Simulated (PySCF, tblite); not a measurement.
**C₆H₆FO radical: geometry, infrared bands and EPR parameters**

What infrared bands and EPR parameters should C₆H₆FO radical (`C[C@@H](F)/C=C/[C]=C=O`) show?

The runs use tblite 0.8.0 and PySCF 2.14.0, with density-fitted response routines of our own; the level of theory stands in each step. All values are computed, except where a source is named. Atoms are numbered from 0 throughout.

## 1. The starting structure

14 atoms, charge 0, multiplicity 2; geometry from: force field or distance geometry start.

Bonds of the start (Å): C0–C1 1.49, C1–F2 1.38, C1–C3 1.49, C3–C4 1.32, C4–C5 1.45, C5–C6 1.29, C6–O7 1.23, C0–H8 1.11, C0–H9 1.12, C0–H10 1.11, C1–H11 1.14, C3–H12 1.10, C4–H13 1.10.

## 2. Geometry optimisation with GFN2-xTB

The job: settings as JSON, then the geometry in Å.

```
{"job": {"kind": "relax", "xc": "GFN2-xTB", "basis": "xTB"}, "charge": 0, "multiplicity": 2}
C     -1.794500     0.610500     0.443500
C     -1.171900    -0.705100     0.122600
F     -1.661000    -1.247300    -1.049700
C      0.321300    -0.665600     0.102700
C      0.871100     0.170300    -0.750700
C      2.303600     0.334100    -0.913300
C      3.177700     0.286500     0.040300
O      4.002200     0.218400     0.949300
H     -2.876800     0.542600     0.670800
H     -1.244900     1.091800     1.292500
H     -1.654700     1.275900    -0.435200
H     -1.442200    -1.407600     0.980500
H      0.930400    -1.293200     0.771900
H      0.239100     0.788300    -1.407200
```

The run is started by

```bash
OMP_NUM_THREADS=1 python probes_run.py task.json out
```

This one command runs all jobs of the session in turn.

Log:

```text
step      E/eV     max force
  0    -668.04959    4.564
  1    -668.20491    8.776
  2    -668.45036    2.914
  3    -668.52975    0.915
  4    -668.57794    0.767
  5    -668.65741    0.883
  6    -668.68776    0.456
  7    -668.70719    0.503
  8    -668.73751    0.609
  9    -668.75776    0.509
 10    -668.78160    0.472
 11    -668.80418    0.344
 12    -668.82421    0.264
 13    -668.83466    0.287
 14    -668.84132    0.254
 15    -668.84855    0.273
 16    -668.85592    0.221
 17    -668.86113    0.152
 18    -668.86484    0.136
 19    -668.86861    0.206
 20    -668.87321    0.216
 21    -668.87832    0.240
 22    -668.88347    0.230
 23    -668.88934    0.237
 24    -668.89853    0.267
 25    -668.91145    0.240
 26    -668.92258    0.332
 27    -668.92868    0.241
 28    -668.93770    0.279
 29    -668.94429    0.256
 30    -668.95304    0.228
 31    -668.96120    0.342
 32    -668.96829    0.168
 33    -668.97290    0.193
 34    -668.97752    0.179
 35    -668.98203    0.240
 36    -668.98734    0.164
 37    -668.99172    0.138
 38    -668.99422    0.134
 39    -668.99750    0.130
 40    -669.00039    0.122
 41    -669.00251    0.329
 42    -669.00444    0.087
 43    -669.00560    0.084
 44    -669.00715    0.139
 45    -669.00831    0.143
 46    -669.01118    0.177
 47    -669.01417    0.157
 48    -669.01682    0.181
 49    -669.01822    0.427
 50    -669.02159    0.393
 51    -669.02429    0.133
 52    -669.02760    0.232
 53    -669.02985    0.209
 54    -669.03068    0.184
 55    -669.03175    0.086
 56    -669.03248    0.078
 57    -669.03336    0.072
 58    -669.03403    0.049
 59    -669.03450    0.075
 60    -669.03498    0.114
 61    -669.03556    0.124
 62    -669.03608    0.093
 63    -669.03650    0.060
 64    -669.03692    0.055
 65    -669.03745    0.068
 66    -669.03814    0.074
 67    -669.03900    0.092
 68    -669.03986    0.073
 69    -669.04059    0.072
 70    -669.04111    0.075
 71    -669.04169    0.092
 72    -669.04229    0.078
 73    -669.04304    0.065
 74    -669.04351    0.049
 75    -669.04402    0.050
 76    -669.04433    0.041
 77    -669.04449    0.025
 78    -669.04458    0.028
 79    -669.04468    0.025
 80    -669.04484    0.033
 81    -669.04496    0.033
 82    -669.04506    0.040
 83    -669.04519    0.050
 84    -669.04532    0.047
 85    -669.04543    0.035
 86    -669.04552    0.028
 87    -669.04561    0.028
 88    -669.04570    0.035
 89    -669.04579    0.034
 90    -669.04585    0.023
 91    -669.04589    0.013
 92    -669.04590    0.010
 93    -669.04592    0.014
 94    -669.04594    0.016
 95    -669.04596    0.013
 96    -669.04599    0.013
 97    -669.04601    0.012
 98    -669.04603    0.014
 99    -669.04605    0.014
100    -669.04607    0.014
101    -669.04609    0.014
102    -669.04611    0.012
103    -669.04614    0.017
104    -669.04620    0.026
105    -669.04626    0.031
106    -669.04633    0.030
107    -669.04642    0.024
108    -669.04653    0.026
109    -669.04665    0.030
110    -669.04673    0.023
111    -669.04676    0.019
112    -669.04677    0.008
```

Wall time 0.66 s (1 thread of Arm Neoverse V1, shared host).

Relaxation path: (not every step is listed)

```
step  energy from step 0 (eV)  largest force (eV/Å)
   0                   0.0000                4.5644
   1                  -0.1553                8.7756
   2                  -0.4008                2.9138
   3                  -0.4802                0.9151
   4                  -0.5284                0.7666
   5                  -0.6078                0.8831
   6                  -0.6382                0.4564
   7                  -0.6576                0.5026
   8                  -0.6879                0.6087
  17                  -0.8115                0.1521
  26                  -0.8730                0.3324
  35                  -0.9324                0.2398
  44                  -0.9576                0.1392
  53                  -0.9803                0.2089
  62                  -0.9865                0.0934
  71                  -0.9921                0.0920
  80                  -0.9953                0.0331
  89                  -0.9962                0.0335
  98                  -0.9964                0.0143
 107                  -0.9968                0.0236
 108                  -0.9969                0.0262
 109                  -0.9971                0.0298
 110                  -0.9971                0.0231
 111                  -0.9972                0.0185
 112                  -0.9972                0.0083
```

Distances of close pairs at the start and the end, largest changes first:

```
  bond  before (Å)  after (Å)  change (Å)
 C4–C5       1.451      1.374      -0.077
 C6–O7       1.229      1.179      -0.050
 C3–C4       1.315      1.358      +0.043
C1–H11       1.141      1.102      -0.040
 C0–C1       1.490      1.530      +0.039
 C5–C6       1.294      1.256      -0.038
 C0–H9       1.120      1.086      -0.034
C0–H10       1.111      1.088      -0.023
```

The end geometry stands in the next job.

## 3. Infrared spectrum with GFN2-xTB

The job: settings as JSON, then the geometry in Å.

```
{"job": {"kind": "ir", "xc": "GFN2-xTB", "basis": "xTB"}, "charge": 0, "multiplicity": 2}
C     -2.139931     0.552329     0.582355
C     -1.272778    -0.580301     0.029406
F     -1.463764    -0.657195    -1.335893
C      0.166844    -0.378883     0.353411
C      1.133619    -0.154647    -0.573860
C      2.451963     0.055201    -0.248523
C      3.687485     0.283625    -0.239380
O      4.840410     0.487375    -0.099421
H     -3.177911     0.386872     0.304792
H     -2.058661     0.585777     1.664452
H     -1.811661     1.502480     0.167365
H     -1.617930    -1.546155     0.431468
H      0.409183    -0.395942     1.405760
H      0.852455    -0.141011    -1.624024
```

Log:

```text
mode    cm-1     km/mol
  1      44.5      1.82
  2      64.9      0.06
  3      77.9      4.11
  4     176.7      0.30
  5     196.9      0.21
  6     237.3      0.30
  7     299.6      9.60
  8     355.2     11.89
  9     409.8      6.28
 10     432.4     25.88
 11     465.8      7.36
 12     592.5      5.54
 13     745.3      4.53
 14     860.4     25.35
 15     872.8     27.31
 16     934.3     12.94
 17     965.7     26.96
 18    1033.7     18.11
 19    1069.2     34.53
 20    1140.8     41.16
 21    1203.5      1.35
 22    1245.7      0.90
 23    1275.4      4.10
 24    1289.7     24.02
 25    1389.9      7.65
 26    1468.5      2.04
 27    1482.2      6.77
 28    1495.6     32.90
 29    1619.8    187.99
 30    2278.3   1515.56
 31    2856.0     28.34
 32    2990.2      7.61
 33    3046.8     14.09
 34    3049.4     12.32
 35    3061.2     13.57
 36    3088.0     20.38
```

It took 0.39 s on 1 thread of Arm Neoverse V1, shared host.

The strongest bands and the atoms that carry them (share of the mass-weighted mode):

```
cm⁻¹  km/mol                               atoms
 873    27.3         H13 55 %, H12 24 %, C4 12 %
 966    27.0  H8 26 %, H9 22 %, C0 14 %, C3 13 %
1069    34.5          C1 51 %, C0 21 %, H10 15 %
1141    41.2          C1 28 %, H11 26 %, H9 10 %
1496    32.9                    C3 53 %, C4 28 %
1620   188.0           C5 46 %, O7 24 %, C4 21 %
2278  1515.6           C6 63 %, C5 26 %, O7 10 %
2856    28.3                            H11 93 %
```

## 4. EPR parameters: B3LYP/pcH-1

The job, as its differences from that of step 3:

```diff
@@ -1,2 +1,2 @@
-{"job": {"kind": "ir", "xc": "GFN2-xTB", "basis": "xTB"}, "charge": 0, "multiplicity": 2}
+{"job": {"kind": "epr", "basis": "pcH-1"}, "charge": 0, "multiplicity": 2}
 C     -2.139931     0.552329     0.582355
```

With the program's defaults for keys left out, this is: UKS B3LYP, pcH-1 on C F H O, non-relativistic, mean-field spin-orbit, GIAO.

Log:

```text
UKS, coarse grid
  cycle   1  E = -407.09934414  |g| = 6.10e-01
  cycle   2  E = -406.50469936  |g| = 1.35e+00
  cycle   3  E = -407.20663033  |g| = 2.78e-01
  cycle   4  E = -407.23951366  |g| = 9.61e-02
  cycle   5  E = -407.24311004  |g| = 3.83e-02
  cycle   6  E = -407.24382100  |g| = 1.28e-02
  cycle   7  E = -407.24392961  |g| = 6.93e-03
  cycle   8  E = -407.24397449  |g| = 3.25e-03
  cycle   9  E = -407.24398393  |g| = 1.50e-03
  cycle  10  E = -407.24398563  |g| = 4.75e-04
UKS, final grid
  cycle   1  E = -407.24398556  |g| = 7.14e-04
  cycle   2  E = -407.24398514  |g| = 1.32e-03
  cycle   3  E = -407.24398599  |g| = 2.54e-04
  cycle   4  E = -407.24398605  |g| = 1.06e-04
  cycle   5  E = -407.24398619  |g| = 9.60e-05
  cycle   6  E = -407.24398630  |g| = 5.24e-05
  cycle   7  E = -407.24398634  |g| = 4.10e-05
  cycle   8  E = -407.24398637  |g| = 2.22e-05
  cycle   9  E = -407.24398637  |g| = 9.28e-06
E = -407.24398637 Eh   <S^2> = 0.7720 (exact 0.7500)
g shifts (ppm)      1          2          3
  rmc          -187       -187       -187
  gc             -6         37         42
  oz_so         -25       1862      23350
  total        -219       1711      23206
hyperfine (MHz)  atom isotope    a_iso     a_fc   dipolar eigenvalues
    0   13C      29.11      29.11     -2.37     -2.24      4.61
    1   13C     -16.98     -16.98     -1.27      0.29      0.99
    2   19F      -3.00      -3.00     -3.58     -1.21      4.78
    3   13C      39.69      39.69    -37.72    -36.58     74.30
    4   13C     -36.98     -36.98    -20.18      7.99     12.19
    5   13C      34.98      34.98    -39.68    -36.97     76.64
    6   13C     -37.80     -37.80    -12.32      3.68      8.64
    7   17O     -17.43     -17.43    -80.08     39.93     40.15
    8    1H       6.81       6.81     -1.58     -0.89      2.46
    9    1H      -1.28      -1.28     -2.23     -1.21      3.44
   10    1H      -1.73      -1.73     -2.77     -0.84      3.61
   11    1H      48.80      48.80     -2.80     -1.84      4.64
   12    1H     -29.10     -29.10    -14.72     -2.28     16.99
   13    1H       8.71       8.71     -3.95     -0.89      4.84
```

It took 63 s on 1 thread of Arm Neoverse V1, shared host; peak memory 1 GiB.

Principal g values 2.00210, 2.00403, 2.02553; g(iso) = 2.01055, against 2.00232 for a free electron.

Mean a(iso) over the nuclei that a row names, and the largest dipolar term of the row (other rows stand at the frozen geometry):

```
     nuclei  isotope  a(iso) (MHz)  a(iso) (G, at g = 2.0023)  largest dipolar term (MHz)
        H11       1H          48.8                       17.4                         4.6
         C3      13C          39.7                       14.2                        74.3
         C6      13C         -37.8                      -13.5                       -12.3
         C4      13C         -37.0                      -13.2                       -20.2
         C5      13C          35.0                       12.5                        76.6
         C0      13C          29.1                       10.4                         4.6
        H12       1H         -29.1                      -10.4                        17.0
         O7      17O         -17.4                       -6.2                       -80.1
         C1      13C         -17.0                       -6.1                        -1.3
        H13       1H           8.7                        3.1                         4.8
         F2      19F          -3.0                       -1.1                         4.8
H8, H9, H10       1H           1.3                        0.5                         3.6
```

Mulliken spin populations:

C0 0.02; C1 -0.03; F2 0.00; C3 0.47; C4 -0.18; C5 0.47; C6 0.00; O7 0.24; H8 0.00; H9 0.00; H10 0.00; H11 0.02; H12 -0.02; H13 0.01

In first order the couplings over 0.8 MHz of 1H, 19F give 64 distinct lines over 33.3 G, if the averaged nuclei exchange fast; the same motion can average rows kept apart here too.

The fields below are evaluated on a grid from the run's orbitals.

ELF in a plane through or near 8 of the atoms.

Ten even steps from '0' (0.00) to '9' (1.00):
```
0000000000000000000000000000
0000000000000000000000000000
0000000000000000000000000000
0000000000010001210000000000
0000000000176026651000000000
0000000100499148484000000000
0000000230499228372000000000
0000102564478205730152000000
0002425786861534442898000000
0015865386826866787999100000
0027862981757764754999100000
0027847387613640344775000000
0015885467501530399510000000
0003772125300310599700000000
0000330003000100499800000000
0000000000000000178300000000
0000000000000000001000000000
0000000000000000000000000000
0000000000000000000000000000
0000000000000000000000000000
```
The map spans 14.9 Å across and 8.6 Å up, centred on the molecule. Atoms in the plane (x, y in Å): C0 (2.2, -0.5), F2 (1.3, 1.7), C4 (-1.2, 0.5), C5 (-2.5, 0.0), C6 (-3.7, -0.3), O7 (-4.8, -0.6), H8 (3.2, 0.0), H9 (2.2, -1.5).

On the surface of density 0.002 e/bohr³ the electrostatic potential runs, from the 1st to the 99th percentile, from -1.30 V near O7 to 1.49 V near H12.

The spin density lies nearest to C3, C5 about 28 % each; O7 18 %; C6 9 %; C4 8 % (beta excess).

## 5. Results

| quantity | value |
| --- | --- |
| strongest single infrared mode (GFN2-xTB) | 2278 cm⁻¹, 1516 km/mol |
| zero-point energy (GFN2-xTB) | 62.6 kcal/mol |
| g(iso) (B3LYP) | 2.01055 |
| ⟨S²⟩ | 0.772 (exact 0.75) |
| largest a(iso) (averaged by class) | 1H on H11, 48.8 MHz |
| potential on the surface of density 0.002 e/bohr³, 1st and 99th percentile | -1.30 V and 1.49 V |

**Reading.** Relaxing lowered the energy by 0.997 eV in 112 steps; the close pair that moved most is C4–C5, from 1.451 to 1.374 Å. No mode is imaginary among the 36: a minimum at this level. The strongest single mode, at 2278 cm⁻¹, moves mainly C6. Unscaled tight-binding wavenumbers are off by several per cent, some by more. Its intensities can rank the bands wrongly. The largest spin populations lie on C5 (0.47 e), C3 (0.47 e). The isotropic g lies 8.2 ppt above the free-electron value. These values are for one conformer; the search (at its own cheap level) found 2 more, at 0.03, 0.27 kcal/mol (those within 0.05 may be mirror or relabelled copies), and measured spectra average over such forms.
